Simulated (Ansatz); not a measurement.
# GeH (quartet): from Hartree-Fock to the top rungs at distance Ge1–H2 = 1.572 Å, cc-pVTZ

Aim: climb from Hartree-Fock through coupled cluster and multireference methods for GeH (quartet) at one geometry and basis, and see what each rung misses.

Method: cc-pVTZ, core rule «outside noble gas», up to 14 orbitals frozen; program: Ansatz 0.2.0, Gaussian basis.

The runs, in order: UHF; CCSD(T) on ROHF; CCSD(T) on UHF; BCCD(T) on ROHF; CISD; CCSDT(Q) on ROHF; CCSDT(Q) on UHF; CASSCF and MRCISD+Q, 5 electrons in 5 orbitals; CASSCF and MRCISD+Q(relaxed), 5 electrons in 5 orbitals; CASSCF and NEVPT2, 5 electrons in 5 orbitals; Full CI.

18 further runs of the same task are left out: 2 for a mislabelled method, 10 that didn't finish, 6 set aside as unsound or not needed.

### Step 1. The geometry

The geometry derives from a PBE0/def2-TZVP stationary point (not a proven minimum). One bond is set to the value named and the two fragments are kept rigid. No spin-orbit coupling is included. The filled d shell of Ge may be among the frozen orbitals whatever the setting's name suggests; the logs give the count.

2 atoms, charge 0, spin multiplicity 4.

Atoms are counted from 1 here; the program's logs count them from 0.

Bond lengths: Ge1–H2 1.572 Å.

### Step 2. UHF

in.yaml reads:

```yaml
crystal:
  periodic: [false, false, false]
  atoms:
    - {symbol: Ge, position_ang: [0.000000, 0.000000, 0.000000]}
    - {symbol: H, position_ang: [0.000000, 0.000000, 1.571873]}
basis:
  gaussian: {orbitals: cc-pVTZ}
magnetization: {spin_polarized: true, initial_magnetization: 3}
hamiltonian: {xc: hf}
output: {orbitals: {seedname: orbitals}}
```

Command:

```console
$ ansatz run in.yaml --threads 1 --pin off --events-out ev --progress --plain --max-ram 2393MiB
```

After this run come: CCSD(T) on ROHF; CCSD(T) on UHF; BCCD(T) on ROHF; CISD; CCSDT(Q) on ROHF; CCSDT(Q) on UHF; CASSCF and MRCISD+Q, 5 electrons in 5 orbitals; CASSCF and MRCISD+Q(relaxed), 5 electrons in 5 orbitals; CASSCF and NEVPT2, 5 electrons in 5 orbitals; Full CI.

Before running them: what should the planned runs give, taken together? Wanted: FCI below the RHF energy; RMP2 from FCI; UMP2 from FCI; RCCSD from FCI; RCCSD(T) from FCI; UCCSD(T) from FCI; RCCSDT(Q) from FCI; UCCSDT(Q) from FCI; NEVPT2 valence from FCI.

**Answer**, as computed:

```
                          quantity                                                                                                           value
          FCI below the RHF energy                                                                                                      -2.1914 eV
                     RMP2 from FCI                                                                                                      +536.8 meV
                     UMP2 from FCI                                                                                                      +505.7 meV
                    RCCSD from FCI                                                                                                       +88.1 meV
                 RCCSD(T) from FCI                                                                                                       +18.0 meV
                 UCCSD(T) from FCI                                                                                                        -6.5 meV
                RCCSDT(Q) from FCI                                                                                                        -0.9 meV
                UCCSDT(Q) from FCI                                                                                                       -25.3 meV
           NEVPT2 valence from FCI                                                                                                      +468.5 meV
         MRCISD+Q valence from FCI                                                                                                       +33.9 meV
MRCISD+Q(relaxed) valence from FCI                                                                                                        -3.9 meV
 levels within 1 kcal/mol (43 meV)  RCCSD(T), UCCSD(T), BCCD(T), RCCSDT, UCCSDT, RCCSDT(Q), UCCSDT(Q), MRCISD+Q valence, MRCISD+Q(relaxed) valence
                     T1 diagnostic                                                                                                           0.035
    effectively unpaired electrons                                                                                                            3.02
```

In words: RCCSD(T) misses by +18.0 meV, 0.8 % of the correlation energy. CCSD(T) misses by +18.0 meV on the restricted determinant and by -6.5 meV on the unrestricted one; the two need not hold the same state or core. UCCSD(T), UCCSDT, UCCSDT(Q), MRCISD+Q(relaxed) valence fall below full CI: unrestricted runs freeze a spin-polarised core, another one than full CI's, and coupled cluster isn't variational. One determinant dominates. Of the multireference levels listed MRCISD+Q(relaxed) valence comes nearest in total energy (-3.9 meV), which doesn't show that its space is the better one. These misses are within one basis, not against nature; the frozen cores of restricted and unrestricted runs differ, which can shift their rows.
